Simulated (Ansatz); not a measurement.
**CH6OSSi: ionisation energy by level of theory**

An exercise on one series of results from a longer session: the logs are not shown, and one member is left open.

Method: unrestricted cation, the program's frozen cores in correlated methods; program: Ansatz 0.2.0, Gaussian basis.

Plan: UKS PBE-D4/def2-TZVPP; UKS r2SCAN-D4/def2-TZVPP; UKS PBE0-D4/def2-TZVPP; UKS B3LYP-D4/def2-TZVPP; UKS wB97X-V/def2-TZVPP; UKS wB97M-V/def2-TZVPP; UKS B2PLYP/def2-TZVPP; UHF-CCSD(T)/def2-TZVPP; UHF-MP2/def2-QZVPP; extrapolation to the limit; then −ε(HOMO) from the neutral's earlier runs with LDA (SPW92), PBE-D4, revPBE-D4, BLYP-D4, r2SCAN-D4, B97M-V, PBE0-D4, B3LYP-D4, r2SCANh-D4, r2SCAN0-D4, HSE06-D4, BHLYP-D4, CAM-B3LYP-D4, LC-ωPBE, ωB97X-V, ωB97M-V.

## The relaxed structure

All runs share one geometry, relaxed beforehand with PBE0-D4 in a triple-zeta def2 set.

SMILES `CO[SiH2]S`, 10 atoms, charge 0, spin multiplicity 1.

Atoms are counted from 1 here; the program's logs count them from 0.

Bond lengths: C1–O2 1.410 Å, C1–H5 1.091 Å, C1–H6 1.096 Å, C1–H7 1.096 Å, O2–Si3 1.639 Å, Si3–S4 2.120 Å, Si3–H8 1.488 Å, Si3–H9 1.486 Å, S4–H10 1.344 Å. Angles: O2–C1–H5 108.1°, O2–C1–H6 111.7°, O2–C1–H7 111.3°, H5–C1–H6 108.5°, H5–C1–H7 108.5°, H6–C1–H7 108.6°, C1–O2–Si3 122.6°, O2–Si3–S4 109.8°, O2–Si3–H8 108.6°, O2–Si3–H9 111.9°, S4–Si3–H8 111.4°, S4–Si3–H9 105.1°, H8–Si3–H9 110.0°, Si3–S4–H10 94.3°.

Set-up of the first run:

in.yaml

```yaml
crystal:
  periodic: [false, false, false]
  atoms:
    - {symbol: C, position_ang: [0.348551, 1.578102, -0.438084]}
    - {symbol: O, position_ang: [-0.487443, 0.544596, 0.033373]}
    - {symbol: Si, position_ang: [-0.083389, -1.039459, -0.082183]}
    - {symbol: S, position_ang: [-1.466120, -2.215746, 1.012027]}
    - {symbol: H, position_ang: [-0.058127, 2.529005, -0.091002]}
    - {symbol: H, position_ang: [1.371649, 1.477137, -0.056959]}
    - {symbol: H, position_ang: [0.383616, 1.593897, -1.532935]}
    - {symbol: H, position_ang: [1.303040, -1.214805, 0.428119]}
    - {symbol: H, position_ang: [-0.176071, -1.534847, -1.479650]}
    - {symbol: H, position_ang: [-1.052608, -1.769077, 2.210194]}
basis:
  gaussian: {orbitals: def2-TZVPP}
total_charge: 1
magnetization: {spin_polarized: true, initial_magnetization: 1}
hamiltonian: {xc: pbe, dispersion: d4}
```

Run with:

```sh
ansatz run in.yaml --threads 2 --pin off --events-out ev --progress --plain --max-ram 22528MiB --backend cpu
```

Steps of the session up to this table: Cation, UKS PBE-D4/def2-TZVPP; Cation, UKS r2SCAN-D4/def2-TZVPP; Cation, UKS PBE0-D4/def2-TZVPP; Cation, UKS B3LYP-D4/def2-TZVPP; Cation, UKS wB97X-V/def2-TZVPP; Cation, UKS wB97M-V/def2-TZVPP; Cation, UKS B2PLYP (frozen core)/def2-TZVPP; Cation, UHF-CCSD(T)/def2-TZVPP; Cation, UHF-MP2/def2-QZVPP.

One table of the session follows, with a row left open; its other results are not shown here.

Orbital estimates, from the neutral's runs:

| functional | −ε(HOMO) (eV) |
| --- | --- |
| LDA (SPW92) | 6.53 |
| PBE-D4 | 6.41 |
| revPBE-D4 | 6.37 |
| BLYP-D4 | 6.23 |
| r2SCAN-D4 | 6.69 |
| B97M-V | 6.82 |
| PBE0-D4 | 7.64 |
| B3LYP-D4 | 7.37 |
| r2SCANh-D4 | 7.14 |
| r2SCAN0-D4 | 7.82 |
| HSE06-D4 | 7.24 |
| BHLYP-D4 | 8.70 |
| CAM-B3LYP-D4 | 8.95 |
| LC-ωPBE | 10.39 |
| ωB97X-V | 10.02 |
| ωB97M-V | ? |

Estimate the missing values for ωB97M-V.

As computed: −ε(HOMO) (eV): 9.85. In the column «−ε(HOMO) (eV)» it lies between CAM-B3LYP-D4 (8.95) and ωB97X-V (10.02).
